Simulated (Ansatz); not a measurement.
# CH₈B₂OSi: one species, many methods

Aim: compute CH₈B₂OSi with functionals from several rungs and with coupled cluster. The yardstick is the atomisation energy at the CCSD(T) limit.

Program: Ansatz 0.2.0, Gaussian basis. Level of theory: functionals in def2-TZVPP, the program's frozen cores in correlated methods. These are calculated values, not measurements.

The runs, in order: PBE-D4, r2SCAN-D4, PBE0-D4, B3LYP-D4, ωB97X-V, ωB97M-V, B2PLYP; CCSD(T)/def2-TZVPP; MP2/def2-QZVPP; extrapolation to the limit.

## (1) The relaxed structure

An earlier PBE0-D4 in a triple-zeta def2 set relaxation fixed the geometry.

SMILES `BC(B)O[SiH3]`, 13 atoms, charge 0, spin multiplicity 1.

Atoms are counted from 1 here; the program's logs count them from 0.

Bond lengths: B1–C2 1.546 Å, B1–H6 1.194 Å, B1–H7 1.195 Å, C2–B3 1.552 Å, C2–O4 1.414 Å, C2–H8 1.121 Å, B3–H9 1.193 Å, B3–H10 1.194 Å, O4–Si5 1.644 Å, Si5–H11 1.480 Å, Si5–H12 1.490 Å, Si5–H13 1.491 Å. Angles: C2–B1–H6 118.9°, C2–B1–H7 120.5°, H6–B1–H7 120.5°, B1–C2–B3 108.3°, B1–C2–O4 118.6°, B1–C2–H8 104.1°, B3–C2–O4 114.6°, B3–C2–H8 96.2°, O4–C2–H8 112.3°, C2–B3–H9 119.9°, C2–B3–H10 118.9°, H9–B3–H10 121.2°, C2–O4–Si5 122.1°, O4–Si5–H11 106.7°, O4–Si5–H12 111.2°, O4–Si5–H13 110.3°, H11–Si5–H12 110.7°, H11–Si5–H13 110.4° and more.

## (2) PBE-D4 (GGA)

File in.yaml:

```yaml
crystal:
  periodic: [false, false, false]
  atoms:
    - {symbol: B, position_ang: [-1.155578, 0.953939, 0.618132]}
    - {symbol: C, position_ang: [0.255762, 0.451442, 0.235226]}
    - {symbol: B, position_ang: [1.219857, 1.668206, 0.221285]}
    - {symbol: O, position_ang: [0.388446, -0.416437, -0.873094]}
    - {symbol: Si, position_ang: [-0.165314, -1.963824, -0.843198]}
    - {symbol: H, position_ang: [-1.300347, 1.539909, 1.648399]}
    - {symbol: H, position_ang: [-2.080144, 0.785099, -0.119219]}
    - {symbol: H, position_ang: [0.649258, -0.002911, 1.181022]}
    - {symbol: H, position_ang: [1.932698, 1.850679, -0.717999]}
    - {symbol: H, position_ang: [1.250953, 2.391731, 1.170365]}
    - {symbol: H, position_ang: [0.059895, -2.521692, -2.195426]}
    - {symbol: H, position_ang: [-1.611454, -2.012641, -0.488206]}
    - {symbol: H, position_ang: [0.576469, -2.758201, 0.177514]}
basis:
  gaussian: {orbitals: def2-TZVPP}
hamiltonian: {xc: pbe, dispersion: d4}
output: {forces: true, orbitals: {seedname: orbitals}}
```

On the command line:

```console
$ ansatz run in.yaml --threads 4 --pin off --events-out ev --progress --plain --max-ram 10444MiB
```

After this run come: r2SCAN-D4 (meta-GGA); PBE0-D4 (hybrid); B3LYP-D4 (hybrid); ωB97X-V (range-separated); ωB97M-V (range-separated); B2PLYP (double hybrid); CCSD(T) in def2-TZVPP; MP2 in def2-QZVPP.

Before running them: what should the planned runs give, taken together? Wanted: atomisation energy, CCSD(T)/CBS; farthest; mean size of error, hybrid; mean size of error, range-separated; gap, smallest and largest; T1 diagnostic; triples share of the correlation energy.

The runs gave:

| quantity | value |
| --- | --- |
| atomisation energy, CCSD(T)/CBS | 47.028 eV |
| functionals within 0.235 eV (0.5 %) | PBE0-D4 |
| farthest | PBE-D4 (+0.533 eV) |
| mean size of error, hybrid | 0.200 eV |
| mean size of error, range-separated | 0.381 eV |
| gap, smallest and largest | 3.61 eV (PBE-D4), 10.63 eV (ωB97X-V) |
| T1 diagnostic | 0.0129 |
| triples share of the correlation energy | 3.5 % |

**Reading.** PBE-D4 misses by +0.533 eV. Double hybrids carry the basis error of their MP2 part in triple zeta, and no dispersion term here, so their miss is partly the set-up's. Misses under about 0.235 eV are within the doubt on the reference itself, which lacks core-valence correlation, relativity and higher excitations. Hartree-Fock recovers 77 % of the binding; the rest is correlation. The gap grows from 3.6 to 10.6 eV across the functionals, mostly with the share of exact exchange.
